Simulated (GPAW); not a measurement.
Crystal: PtSe.

```
Pt Se
1.0
     3.70187    0.00000    0.00000
    -1.85094    3.20591    0.00000
     0.00000    0.00000    3.61284
Pt Se
1 1
Direct
  0.00000 0.00000 0.00000
  0.66667 0.33333 0.50000
```

The cell comes from a database or a generator and needn't be the stable form of this composition.

Base run:

* Program: GPAW 26.7.0
* Functional: LDA
* Potentials or basis: the program's PAW data sets (release 1.2.1) made for this functional
* Cutoff: 600 eV
* Basis: pw
* k mesh: 8 × 8 × 7
* Occupations: fermi-dirac, width 0.05 eV
* Spin: no spin polarisation

Its results: band gap on the k mesh none (metal or under the smearing width); pressure -18.4 GPa.

Task: After a change of settings the same cell gave: band gap on the k mesh none (metal or under the smearing width); pressure -9.0 GPa. Which change was it?
A. functional from LDA to RPBE
B. functional from LDA to AM05; potentials or basis from the program's PAW data sets (release 1.2.1) made for this functional to PAW data sets generated in the run's folder for this functional
C. functional from LDA to r2SCAN; potentials or basis from the program's PAW data sets (release 1.2.1) made for this functional to GPAW PAW data sets (gpaw-data 1.2.1)
D. functional from LDA to PW91; potentials or basis from the program's PAW data sets (release 1.2.1) made for this functional to PAW data sets generated in the run's folder for this functional

Result: A.

RPBE binds less tightly than LDA, so the same cell stands under more pressure.

Not every run made on this cell is shown here.
